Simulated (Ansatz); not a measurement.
**O (sc type): how the settings move a single-point run**

Aim: see which settings change the result for O (sc type), by how much, and at what cost.

Method: reference: DFT, LDA, norm-conserving pseudopotentials, Ansatz's default files, scalar-relativistic, in Ansatz 0.2.0.

**1. Starting point**

It takes space group Pm-3m (No. 221, cubic). The conventional cell has a = 1.941 Å, b = 1.941 Å, c = 1.941 Å, α = 90.00°, β = 90.00°, γ = 90.00°. O (site symmetry m-3m) is surrounded by 6 O at 1.94 Å.

Structure file:

```cif
data_structure
_symmetry_space_group_name_H-M 'P 1'
_symmetry_Int_Tables_number 1
_cell_length_a 1.9407
_cell_length_b 1.9407
_cell_length_c 1.9407
_cell_angle_alpha 90.000
_cell_angle_beta 90.000
_cell_angle_gamma 90.000
_cell_volume 7.31
loop_
_atom_site_label
_atom_site_type_symbol
_atom_site_fract_x
_atom_site_fract_y
_atom_site_fract_z
_atom_site_occupancy
O1 O 0.00000 0.00000 0.00000 1
```

**2. Reference**

File input.yaml:

```yaml
crystal:
  lattice:
    - [1.9406588072, 0.0, 0.0]
    - [0.0, 1.9406588072, 0.0]
    - [0.0, 0.0, 1.9406588072]
  atoms:
    - { symbol: O, position: [0.0, 0.0, 0.0] }
kpoints:
  mp_grid: { grid: [18, 18, 18] }
scf:
  occupations: { method: fermi_dirac, width: 0.05 }
hamiltonian:
  xc: lda
  pseudopotentials: { kind: nc }
output:
  forces: true
  stress: true
  eigenvalues: true
```

Launch:

```console
$ ansatz run input.yaml --threads 1 --pin off --max-ram 2048MiB --backend cpu --events-out ev --progress --plain --runs-dir out
```

**3. Changing settings: mp_grid.grid [12, 12, 12], occupations.method cold, occupations.width 0.2**

Edit input.yaml of step 2 so:

```diff
@@ -8,5 +8,5 @@
 kpoints:
-  mp_grid: { grid: [18, 18, 18] }
+  mp_grid: { grid: [12, 12, 12] }
 scf:
-  occupations: { method: fermi_dirac, width: 0.05 }
+  occupations: { method: cold, width: 0.2 }
 hamiltonian:
```

Q: Predict the outcome of this session. Wanted: for each run, ending; energy change; pressure; gap; force.

As calculated:

| run | ending | energy change | pressure (GPa) | gap (eV) | force (eV/Å) | cycles | time |
| --- | --- | --- | --- | --- | --- | --- | --- |
| reference | converged | 0 | 0.0 | 0.00 | 0.00 | 5 | 2.1 s |
| 1: mp_grid.grid [12, 12, 12], occupations.method cold, occupations.width 0.2 | converged | -4.7 meV/atom (σ→0) | -0.3 | 0.00 | 0.00 | 5 | 0.93 s |

Residual by cycle in the longest SCF loop of each run; runs are numbered as in the table. The quantity is the density residual dr2, in eV.

| cycle | reference | run 1 |
| --- | --- | --- |
| 1 | 0.00697 | 0.007 |
| 2 | 0.00172 | 0.00173 |
| 3 | 4.1e-6 | 4.0e-6 |
| 4 | 1.9e-7 | 2.1e-7 |
| 5 | 2.2e-9 | 2.4e-9 |

Changing the k-point mesh and smearing moves the energy by -4.7 meV/atom (σ→0 values). More than one kind of setting changed, and this run alone doesn't tell their shares apart. Cost: 0.93 s against 2.1 s. Semilocal functionals close small gaps, so the missing gap need not be the real solid's.
